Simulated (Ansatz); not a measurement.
**LaIrGe3: a single-point run**

The task is a single-point run on LaIrGe3. The structure is shown as the input types it.

Method: DFT PBEsol, scalar-relativistic, plane waves, PAW; settings changed (as first typed), in Ansatz 0.2.0.

1 further run of the same task is left out (set aside as unsound or not needed). Runs told in other sessions of the task aren't counted.

**1. The structure to begin with**

The structure is tetragonal, space group I4mm (No. 107). The conventional cell has a = 3.533 Å, b = 3.533 Å, c = 8.027 Å, α = 90.00°, β = 90.00°, γ = 90.00°. Ge (site symmetry 2mm) is surrounded by 2 Ir at 1.96 Å and 2 Ge at 2.17 Å. Ge (site symmetry 4mm) has 1 Ir at 1.91 Å and 4 Ge at 2.17 Å in its first shell of neighbours. Ir (site symmetry 4mm) has 5 Ge at 1.91 to 1.96 Å in its first shell of neighbours. La (site symmetry 4mm) is surrounded by 12 Ge at 2.58 to 2.76 Å and 5 Ir at 2.74 to 2.80 Å.

Structure file:

```xyz
25
Lattice="-5.2991 -1.7664 -4.0135 1.7664 -5.2991 4.0135 -1.7664 5.2991 4.0135" Properties=species:S:1:pos:R:3 pbc="T T T"
Ge   -1.7664   -3.5327    2.7523
Ge   -1.7664    0.0000    2.7523
Ge   -1.7664    3.5327    2.7523
Ge   -3.5327   -1.7664   -1.2612
Ge   -5.2991    0.0000    2.7523
Ge   -3.5327   -1.7664    2.7523
Ge   -3.5327    1.7664    2.7523
Ge    0.0000   -5.2991    2.7523
Ge   -5.2991    0.0000   -1.2612
Ge    0.0000   -1.7664    2.7523
Ge   -1.7664   -1.7664    4.0106
Ge   -1.7664    1.7664    4.0106
Ge    0.0000    0.0000    8.0240
Ge   -3.5327    0.0000   -0.0029
Ge   -3.5327   -3.5327   -0.0029
Ir   -3.5327   -3.5327    1.9119
Ir   -3.5327    0.0000    1.9119
Ir   -3.5327    3.5327    1.9119
Ir    0.0000    0.0000    1.9119
Ir    0.0000   -3.5327    1.9119
La   -1.7664   -1.7664    0.6377
La    0.0000   -3.5327    4.6512
La    0.0000    0.0000    4.6512
La   -3.5327    0.0000    4.6512
La   -5.2991    1.7664    0.6377
```

**2. Input and run**

Contents of input.yaml:

```yaml
crystal:
  lattice:
    - [-5.2991232, -1.7663744, -4.01348997]
    - [1.7663744, -5.2991232, 4.01348997]
    - [-1.7663744, 5.2991232, 4.01348997]
  atoms:
    - { symbol: Ge, position: [0.5, 0.8428841363, 0.3428841363] }
    - { symbol: Ge, position: [0.3, 0.4428841363, 0.5428841363] }
    - { symbol: Ge, position: [0.1, 0.0428841363, 0.7428841363] }
    - { symbol: Ge, position: [0.7, 0.2428841363, 0.1428841363] }
    - { symbol: Ge, position: [0.9, 0.6428841363, 0.9428841363] }
    - { symbol: Ge, position: [0.7, 0.7428841363, 0.6428841363] }
    - { symbol: Ge, position: [0.5, 0.3428841363, 0.8428841363] }
    - { symbol: Ge, position: [0.3, 0.9428841363, 0.0428841363] }
    - { symbol: Ge, position: [0.9, 0.1428841363, 0.4428841363] }
    - { symbol: Ge, position: [0.1, 0.5428841363, 0.2428841363] }
    - { symbol: Ge, position: [0.4, 0.7996345307, 0.5996345307] }
    - { symbol: Ge, position: [0.2, 0.3996345307, 0.7996345307] }
    - { symbol: Ge, position: [0.0, 0.9996345307, 0.9996345307] }
    - { symbol: Ge, position: [0.6, 0.1996345307, 0.3996345307] }
    - { symbol: Ge, position: [0.8, 0.5996345307, 0.1996345307] }
    - { symbol: Ir, position: [0.8, 0.8381842164, 0.4381842164] }
    - { symbol: Ir, position: [0.6, 0.4381842164, 0.6381842164] }
    - { symbol: Ir, position: [0.4, 0.0381842164, 0.8381842164] }
    - { symbol: Ir, position: [0.0, 0.2381842164, 0.2381842164] }
    - { symbol: Ir, position: [0.2, 0.6381842164, 0.0381842164] }
    - { symbol: La, position: [0.4, 0.3794504702, 0.1794504702] }
    - { symbol: La, position: [0.2, 0.9794504702, 0.3794504702] }
    - { symbol: La, position: [0.0, 0.5794504702, 0.5794504702] }
    - { symbol: La, position: [0.6, 0.7794504702, 0.9794504702] }
    - { symbol: La, position: [0.8, 0.1794504702, 0.7794504702] }
basis:
  ecutwfc: 420
  xc_grid: 2
kpoints:
  mp_grid: { grid: [3, 3, 3], shift: [0.0, 0.0, 0.0] }
hamiltonian:
  xc: pbesol
scf:
  occupations: { method: gaussian, width: 0.05 }
  max_iter: 80
output:
  forces: true
  eigenvalues: true
  stress: true
```

Command:

```sh
> ansatz run input.yaml --threads 8 --pin off --max-ram 14336MiB --backend cpu --events-out ev --progress --plain --runs-dir out
```

What happens when this is run?

The run converged and reported no error. It gives a pressure of 370 GPa and a largest force of 10.0 eV/Å, which is large; a structure far from rest gives such values too, whatever the setting.

The structure was scaled down until the atoms press into each other. The shortest distance in the input is 1.91 Å, between atoms 14 (Ge) and 17 (Ir).

The cure: use the intended lattice or bond lengths.
